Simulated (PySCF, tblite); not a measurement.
# C6H10NSi radical: geometry, infrared bands and EPR parameters

What infrared bands and EPR parameters should C6H10NSi radical (`Cn1ccc([CH][SiH3])c1`) show?

The runs use tblite 0.8.0 and PySCF 2.14.0, with density-fitted response routines of our own; the level of theory stands in each step. All values are computed, except where a source is named. Atoms are numbered from 0 throughout.

## 1. Starting geometry

18 atoms, charge 0, multiplicity 2; geometry from: force field or distance geometry start.

Bonds of the start (Å): C0–N1 1.43, N1–C2 1.37, C2–C3 1.37, C3–C4 1.42, C4–C5 1.42, C5–Si6 1.82, C4–C7 1.37, C7–N1 1.37, C0–H8 1.09, C0–H9 1.10, C0–H10 1.10, C2–H11 1.09, C3–H12 1.08, C5–H13 1.08, Si6–H14 1.49, Si6–H15 1.48, Si6–H16 1.49, C7–H17 1.09.

## 2. Optimising the geometry with GFN2-xTB

What the job is given:

```
{"job": {"kind": "relax", "xc": "GFN2-xTB", "basis": "xTB"}, "charge": 0, "multiplicity": 2}
C     -3.133200    -0.081900    -0.111900
N     -1.721000     0.125300    -0.004700
C     -1.101900     1.162900     0.649200
C      0.252500     1.004900     0.524800
C      0.476700    -0.197000    -0.193500
C      1.683500    -0.820100    -0.594300
Si     3.349200    -0.212900    -0.195800
C     -0.755600    -0.709500    -0.509300
H     -3.360600    -0.456500    -1.112200
H     -3.449800    -0.806900     0.650700
H     -3.658100     0.870900     0.046800
H     -1.691800     1.941100     1.130300
H      0.985200     1.676400     0.954400
H      1.662000    -1.735700    -1.172100
H      3.489000     1.236600    -0.507300
H      4.353900    -0.965300    -0.970800
H      3.654600    -0.414500     1.250300
H     -1.043400    -1.611400    -1.059500
```

Run with:

```
$ OMP_NUM_THREADS=1 python probes_run.py task.json out
```

The driver reads the jobs from task.json and runs them one after another.

**Question.** This job is followed by: GFN2-xTB harmonic vibrations, gas phase; UKS B3LYP, pcH-1 on C H N Si, non-relativistic, mean-field spin-orbit, GIAO. Predict these results of the whole session: strongest single infrared mode (GFN2-xTB); zero-point energy (GFN2-xTB); g(iso) (B3LYP); ⟨S²⟩; largest a(iso) (averaged by class); potential on the surface of density 0.002 e/bohr³, 1st and 99th percentile.

As calculated:

```
                                                                  quantity                  value
                                 strongest single infrared mode (GFN2-xTB)  2171 cm⁻¹, 446 km/mol
                                              zero-point energy (GFN2-xTB)          85.3 kcal/mol
                                                            g(iso) (B3LYP)                2.00263
                                                                      ⟨S²⟩     0.763 (exact 0.75)
                                        largest a(iso) (averaged by class)    13C on C5, 55.8 MHz
potential on the surface of density 0.002 e/bohr³, 1st and 99th percentile     -0.91 V and 1.25 V
```

Over 88 steps the energy fell by 0.154 eV; of the close pairs, C5–Si6 changed most, 1.817 to 1.854 Å. No mode is imaginary among the 48: a minimum at this level. The strongest single mode, at 2171 cm⁻¹, moves mainly H14 and H16. GFN2-xTB is a fitted tight-binding method: band positions and strengths are rough. Its intensities can rank the bands wrongly. C5 carries the largest spin population, 0.74 e. The isotropic g lies 0.3 ppt above the free-electron value. These values are for one conformer; the search (at its own cheap level) found 2 more, at 0.05, 0.06 kcal/mol, and measured spectra average over such forms.
